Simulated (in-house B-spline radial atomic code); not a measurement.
# Gd⁺: excited configurations in jj coupling

Aim: the energies of several excited configurations of Gd⁺ above a reference configuration, each from its own self-consistent run.

Program: in-house B-spline radial atomic code version 1. Level of theory: Dirac-Hartree-Fock, average of configuration, Fermi nucleus, basis-set limit. These are calculated values, not measurements, unless marked.

**1. What is computed**

| Item | Value |
| --- | --- |
| element | gadolinium (Z = 64) |
| charge | +1 |
| electrons | 63 |
| configuration | 1s2 2s2 2p6 3s2 3p6 3d10 4s2 4p6 4d10 4f-6 4f+1 5s2 5p6 5d-1 6s1 |
| Hamiltonian | Dirac-Coulomb |
| nucleus | Fermi, rms radius 5.157 fm |

In configurations, a minus sign after the shell means j = l − 1/2 and a plus sign j = l + 1/2; the count of electrons follows.

Input settings:

```ini
Z = 64
electrons = 63.0
configuration = 1s2 2s2 2p6 3s2 3p6 3d10 4s2 4p6 4d10 4f-6 4f+1 5s2 5p6 5d-1 6s1
hamiltonian = dirac
method = hf
spin_polarised = False
nucleus = fermi
rms_radius = 5.1569
mass_number = 158
atomic_mass = 157.9241112
speed_of_light = 137.035999084
```

This reference run was done before. Its total energy is -11274.228783 hartree, and its levels are (the highest eight at most):

```
orbital  occupation  energy (eV)  <r> (bohr)
  4d5/2           6      -169.20      0.6423
  5s1/2           2      -67.039       1.357
  5p1/2           2      -44.269       1.510
  5p3/2           4      -38.058       1.604
  4f5/2           6      -27.133      0.8270
  4f7/2           1      -23.612      0.8480
  5d3/2           1      -12.617       2.457
  6s1/2           1      -11.126       3.873
```

**2. Configuration 1s2 2s2 2p6 3s2 3p6 3d10 4s2 4p6 4d10 4f-4 4f+3 5s2 5p-1 5p+4 5d-1 6s1 10g+1**

Input settings:

```ini
Z = 64
electrons = 63.0
configuration = 1s2 2s2 2p6 3s2 3p6 3d10 4s2 4p6 4d10 4f-4 4f+3 5s2 5p-1 5p+4 5d-1 6s1 10g+1
hamiltonian = dirac
method = hf
spin_polarised = False
nucleus = fermi
rms_radius = 5.1569
mass_number = 158
atomic_mass = 157.9241112
speed_of_light = 137.035999084
```

**3. 1s2 2s2 2p6 3s2 3p6 3d10 4s2 4p6 4d10 4f-4 4f+3 5s2 5p6 5d-1 8f-1**

Input settings:

```ini
Z = 64
electrons = 63.0
configuration = 1s2 2s2 2p6 3s2 3p6 3d10 4s2 4p6 4d10 4f-4 4f+3 5s2 5p6 5d-1 8f-1
hamiltonian = dirac
method = hf
spin_polarised = False
nucleus = fermi
rms_radius = 5.1569
mass_number = 158
atomic_mass = 157.9241112
speed_of_light = 137.035999084
```

**4. 1s2 2s2 2p6 3s2 3p6 3d10 4s2 4p6 4d-4 4d+5 4f-1 4f+6 5s2 5p6 5d-1 6s1 9p+1**

Input settings:

```ini
Z = 64
electrons = 63.0
configuration = 1s2 2s2 2p6 3s2 3p6 3d10 4s2 4p6 4d-4 4d+5 4f-1 4f+6 5s2 5p6 5d-1 6s1 9p+1
hamiltonian = dirac
method = hf
spin_polarised = False
nucleus = fermi
rms_radius = 5.1569
mass_number = 158
atomic_mass = 157.9241112
speed_of_light = 137.035999084
```

**5. 1s2 2s2 2p6 3s2 3p6 3d10 4s2 4p6 4d-3 4d+6 4f-4 4f+3 5s2 5p6 5d+1 6s1 6f+1**

Input settings:

```ini
Z = 64
electrons = 63.0
configuration = 1s2 2s2 2p6 3s2 3p6 3d10 4s2 4p6 4d-3 4d+6 4f-4 4f+3 5s2 5p6 5d+1 6s1 6f+1
hamiltonian = dirac
method = hf
spin_polarised = False
nucleus = fermi
rms_radius = 5.1569
mass_number = 158
atomic_mass = 157.9241112
speed_of_light = 137.035999084
```

**6. 1s2 2s2 2p6 3s2 3p6 3d10 4s2 4p6 4d10 4f-4 4f+2 5s2 5p6 5d-1 6s1 7d+1**

Input settings:

```ini
Z = 64
electrons = 63.0
configuration = 1s2 2s2 2p6 3s2 3p6 3d10 4s2 4p6 4d10 4f-4 4f+2 5s2 5p6 5d-1 6s1 7d+1
hamiltonian = dirac
method = hf
spin_polarised = False
nucleus = fermi
rms_radius = 5.1569
mass_number = 158
atomic_mass = 157.9241112
speed_of_light = 137.035999084
```

**7. Run with 1s2 2s2 2p6 3s2 3p6 3d10 4s2 4p6 4d10 4f+7 5s2 5p6 6s1 6f+1**

Input settings:

```ini
Z = 64
electrons = 63.0
configuration = 1s2 2s2 2p6 3s2 3p6 3d10 4s2 4p6 4d10 4f+7 5s2 5p6 6s1 6f+1
hamiltonian = dirac
method = hf
spin_polarised = False
nucleus = fermi
rms_radius = 5.1569
mass_number = 158
atomic_mass = 157.9241112
speed_of_light = 137.035999084
```

Before running: How far above the reference does each configuration lie (order and size, in eV)?

The runs gave:

| net move | configuration | energy above the reference (eV) | with Breit, QED, recoil (eV) | largest <r> (bohr) |
| --- | --- | --- | --- | --- |
| 6×4f5/2, 5d3/2 → 6×4f7/2, 6f7/2 | 1s2 2s2 2p6 3s2 3p6 3d10 4s2 4p6 4d10 4f+7 5s2 5p6 6s1 6f+1 | 13.939 | 13.724 | 15.3 |
| 2×4f5/2, 6s → 2×4f7/2, 8f5/2 | 1s2 2s2 2p6 3s2 3p6 3d10 4s2 4p6 4d10 4f-4 4f+3 5s2 5p6 5d-1 8f-1 | 14.826 | 14.706 | 33.4 |
| 2×4f5/2 → 4f7/2, 7d5/2 | 1s2 2s2 2p6 3s2 3p6 3d10 4s2 4p6 4d10 4f-4 4f+2 5s2 5p6 5d-1 6s1 7d+1 | 20.681 | 20.747 | 13.4 |
| 2×4f5/2, 5p1/2 → 10g9/2, 2×4f7/2 | 1s2 2s2 2p6 3s2 3p6 3d10 4s2 4p6 4d10 4f-4 4f+3 5s2 5p-1 5p+4 5d-1 6s1 10g+1 | 46.563 | 46.372 | 69.9 |
| 4d5/2, 5×4f5/2 → 5×4f7/2, 9p3/2 | 1s2 2s2 2p6 3s2 3p6 3d10 4s2 4p6 4d-4 4d+5 4f-1 4f+6 5s2 5p6 5d-1 6s1 9p+1 | 171.67 | 171.43 | 23.3 |
| 4d3/2, 2×4f5/2, 5d3/2 → 2×4f7/2, 5d5/2, 6f7/2 | 1s2 2s2 2p6 3s2 3p6 3d10 4s2 4p6 4d-3 4d+6 4f-4 4f+3 5s2 5p6 5d+1 6s1 6f+1 | 175.59 | 175.34 | 15.1 |

The energies run from 13.939 eV (6×4f5/2, 5d3/2 → 6×4f7/2, 6f7/2) to 175.59 eV (4d3/2, 2×4f5/2, 5d3/2 → 2×4f7/2, 5d5/2, 6f7/2). 6 of them lie more than 2 % above the ionisation threshold that Koopmans' theorem gives (11.126 eV), where such states can decay by emitting an electron. Two partly filled shells share a symmetry and can mix in the average, which may lower the energy, for: 6×4f5/2, 5d3/2 → 6×4f7/2, 6f7/2; 2×4f5/2, 6s → 2×4f7/2, 8f5/2; 4d3/2, 2×4f5/2, 5d3/2 → 2×4f7/2, 5d5/2, 6f7/2. These are averages over configurations, without correlation, not spectroscopic levels.
